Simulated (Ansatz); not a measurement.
# Alloy of GaAs and AlAs (12 of 48 Ga sites exchanged), 96 atoms

Aim: relax the alloy cell and compare the gap by PBEsol and HSE06.

Method: density functional theory in Ansatz 0.2.0, PAW datasets, plane waves.

## (1) The starting cell

96 atoms (36 Ga, 12 Al, 48 As); a = 11.978 Å, b = 13.831 Å, c = 13.145 Å, α = 90.00°, β = 90.00°, γ = 90.00°. All atoms were shaken off their sites by about 0.02 Å along each axis.

Plan of the steps: (2) PBEsol cell relaxation at the single k point (¼, ¼, ¼), on 1 × NVIDIA GB300 Max-Q with 8 threads of Arm Neoverse-V2; (3) HSE06 single point at the single k point (¼, ¼, ¼), on 1 × NVIDIA GB300 Max-Q with 8 threads of Arm Neoverse-V2.

## (2) Relaxing cell and atoms with PBEsol

in.yaml

```yaml
crystal:
  lattice:
    - [11.978153, 0.000000, 0.000000]
    - [-0.000001, 13.831181, 0.000000]
    - [0.000000, 0.000000, 13.145158]
  atoms:
    - { symbol: Ga, position: [0.999673, 0.164708, 0.000162] }
    - { symbol: Ga, position: [0.333385, 0.164377, 0.000473] }
    - { symbol: Ga, position: [0.332847, 0.168956, 0.501663] }
    - { symbol: Ga, position: [0.168152, 0.417137, 0.999920] }
    - { symbol: Ga, position: [0.167191, 0.415458, 0.499913] }
    - { symbol: Ga, position: [0.999432, 0.665767, 0.000442] }
    - { symbol: Ga, position: [0.668915, 0.166214, 0.001643] }
    - { symbol: Ga, position: [0.667787, 0.167693, 0.500466] }
    - { symbol: Ga, position: [0.499991, 0.415992, 0.998200] }
    - { symbol: Ga, position: [0.501474, 0.414694, 0.500757] }
    - { symbol: Ga, position: [0.334752, 0.667216, 0.998821] }
    - { symbol: Ga, position: [0.331097, 0.664853, 0.499099] }
    - { symbol: Ga, position: [0.167452, 0.913926, 0.998602] }
    - { symbol: Ga, position: [0.835689, 0.415836, 0.000151] }
    - { symbol: Ga, position: [0.665911, 0.665101, 0.001993] }
    - { symbol: Ga, position: [0.667044, 0.668326, 0.497749] }
    - { symbol: Ga, position: [0.500815, 0.916582, 0.001532] }
    - { symbol: Ga, position: [0.499655, 0.916324, 0.496092] }
    - { symbol: Ga, position: [0.833686, 0.915156, 0.002142] }
    - { symbol: Ga, position: [0.166538, 0.087507, 0.751266] }
    - { symbol: Ga, position: [0.998683, 0.334807, 0.752563] }
    - { symbol: Ga, position: [0.497501, 0.083702, 0.247407] }
    - { symbol: Ga, position: [0.500776, 0.082155, 0.749727] }
    - { symbol: Ga, position: [0.332846, 0.333987, 0.748370] }
    - { symbol: Ga, position: [0.165756, 0.581004, 0.748775] }
    - { symbol: Ga, position: [0.000487, 0.833595, 0.751440] }
    - { symbol: Ga, position: [0.836807, 0.081618, 0.749478] }
    - { symbol: Ga, position: [0.669452, 0.332203, 0.250250] }
    - { symbol: Ga, position: [0.666559, 0.335146, 0.751005] }
    - { symbol: Ga, position: [0.500843, 0.582641, 0.247441] }
    - { symbol: Ga, position: [0.499538, 0.583307, 0.751599] }
    - { symbol: Ga, position: [0.332162, 0.835060, 0.250744] }
    - { symbol: Ga, position: [0.331709, 0.830670, 0.751831] }
    - { symbol: Ga, position: [0.835275, 0.584225, 0.749926] }
    - { symbol: Ga, position: [0.668150, 0.833836, 0.248932] }
    - { symbol: Ga, position: [0.664910, 0.836101, 0.752183] }
    - { symbol: Al, position: [0.999638, 0.166725, 0.501404] }
    - { symbol: Al, position: [0.999942, 0.668082, 0.500483] }
    - { symbol: Al, position: [0.167468, 0.915945, 0.501841] }
    - { symbol: Al, position: [0.833487, 0.414589, 0.500935] }
    - { symbol: Al, position: [0.833315, 0.916347, 0.500344] }
    - { symbol: Al, position: [0.168428, 0.083783, 0.249231] }
    - { symbol: Al, position: [0.997366, 0.336255, 0.251051] }
    - { symbol: Al, position: [0.333076, 0.331984, 0.250550] }
    - { symbol: Al, position: [0.168335, 0.583633, 0.251095] }
    - { symbol: Al, position: [0.002055, 0.832608, 0.250016] }
    - { symbol: Al, position: [0.833590, 0.081372, 0.248597] }
    - { symbol: Al, position: [0.832630, 0.581294, 0.251967] }
    - { symbol: As, position: [0.999049, 0.165489, 0.189438] }
    - { symbol: As, position: [0.999497, 0.168147, 0.688218] }
    - { symbol: As, position: [0.332735, 0.167265, 0.188022] }
    - { symbol: As, position: [0.331329, 0.165811, 0.688755] }
    - { symbol: As, position: [0.168870, 0.415103, 0.186111] }
    - { symbol: As, position: [0.162935, 0.416503, 0.685135] }
    - { symbol: As, position: [0.999530, 0.666166, 0.186888] }
    - { symbol: As, position: [0.001890, 0.665677, 0.686683] }
    - { symbol: As, position: [0.668311, 0.167910, 0.182627] }
    - { symbol: As, position: [0.666122, 0.166072, 0.686626] }
    - { symbol: As, position: [0.501855, 0.413776, 0.187807] }
    - { symbol: As, position: [0.498653, 0.414961, 0.687173] }
    - { symbol: As, position: [0.335864, 0.663916, 0.185651] }
    - { symbol: As, position: [0.334387, 0.666197, 0.687817] }
    - { symbol: As, position: [0.163472, 0.917236, 0.189282] }
    - { symbol: As, position: [0.163817, 0.915739, 0.684689] }
    - { symbol: As, position: [0.832256, 0.417763, 0.190223] }
    - { symbol: As, position: [0.833159, 0.417121, 0.687275] }
    - { symbol: As, position: [0.665637, 0.666214, 0.185662] }
    - { symbol: As, position: [0.665086, 0.665727, 0.689147] }
    - { symbol: As, position: [0.499870, 0.917667, 0.188028] }
    - { symbol: As, position: [0.500234, 0.916842, 0.686820] }
    - { symbol: As, position: [0.833573, 0.917621, 0.188108] }
    - { symbol: As, position: [0.834106, 0.913943, 0.687052] }
    - { symbol: As, position: [0.163856, 0.082675, 0.435800] }
    - { symbol: As, position: [0.166571, 0.084574, 0.939576] }
    - { symbol: As, position: [0.997468, 0.335049, 0.436549] }
    - { symbol: As, position: [0.001655, 0.333076, 0.936875] }
    - { symbol: As, position: [0.501533, 0.083334, 0.437834] }
    - { symbol: As, position: [0.497361, 0.084220, 0.938318] }
    - { symbol: As, position: [0.335282, 0.336238, 0.435705] }
    - { symbol: As, position: [0.337199, 0.328109, 0.936410] }
    - { symbol: As, position: [0.167278, 0.581511, 0.437544] }
    - { symbol: As, position: [0.165604, 0.584116, 0.938469] }
    - { symbol: As, position: [0.998299, 0.832776, 0.438760] }
    - { symbol: As, position: [0.000245, 0.834601, 0.936957] }
    - { symbol: As, position: [0.830482, 0.084105, 0.434329] }
    - { symbol: As, position: [0.834435, 0.081992, 0.938794] }
    - { symbol: As, position: [0.665785, 0.332143, 0.438580] }
    - { symbol: As, position: [0.666249, 0.331249, 0.937620] }
    - { symbol: As, position: [0.504231, 0.582512, 0.438912] }
    - { symbol: As, position: [0.498773, 0.583339, 0.938619] }
    - { symbol: As, position: [0.333399, 0.831234, 0.438485] }
    - { symbol: As, position: [0.334222, 0.832681, 0.938371] }
    - { symbol: As, position: [0.834624, 0.584925, 0.438630] }
    - { symbol: As, position: [0.834398, 0.584122, 0.936106] }
    - { symbol: As, position: [0.665326, 0.832911, 0.438200] }
    - { symbol: As, position: [0.666575, 0.835128, 0.937036] }
  symmetry: { detect: false }
kpoints:
  mp_grid: { grid: [1, 1, 1], shift: [0.25, 0.25, 0.25] }
hamiltonian:
  xc: pbesol
scf:
  occupations: { method: fermi_dirac, width: 0.01 }
relax:
  f_tol: 0.03
  max_steps: 80
  escape_saddle: false
  adjacent_minimum: "off"
  cell: { fix: [alpha, beta, gamma] }
output:
  forces: true
  eigenvalues: true
  populations: true
```

Run with:

```
$ ansatz run in.yaml --threads 8 --pin off --max-ram 118750MiB --runs-dir r --events-out ev --progress --plain --backend cuda --devices 0,
```

After this run come: HSE06 single point.

What does the calculation give? Wanted: for each run, top filled to lowest empty.

The runs gave:

| level | time | top filled to lowest empty (eV) |
| --- | --- | --- |
| PBEsol, relaxation | 13 s (GPU) | 1.35 |
| HSE06 | 2.4 min (GPU) | 2.14 |

| quantity | value |
| --- | --- |
| relaxation | 4 recorded steps, 0.57 eV gained |
| largest shift | 0.08 Å (As80) |
| relaxed cell | a = 11.962 Å, b = 13.835 Å, c = 13.160 Å, α = 90.00°, β = 90.00°, γ = 90.00° |
| mean bonds | Al–As 2.454, As–Ga 2.451 Å |

**In words.** The relaxation lowers the energy by 0.57 eV; the largest shift is 0.08 Å (As80), while the volume changes by -0.0 %. The mean lengths differ by only 0.00 Å, over all coordinations together. At the same k points, PBEsol gives a spacing 0.79 eV smaller than the 2.14 eV of HSE06. No spin–orbit coupling is included; with elements this heavy it would shift the edges. With one k point the spacing samples only the states that fold onto it, so it can exceed the gap over the zone.
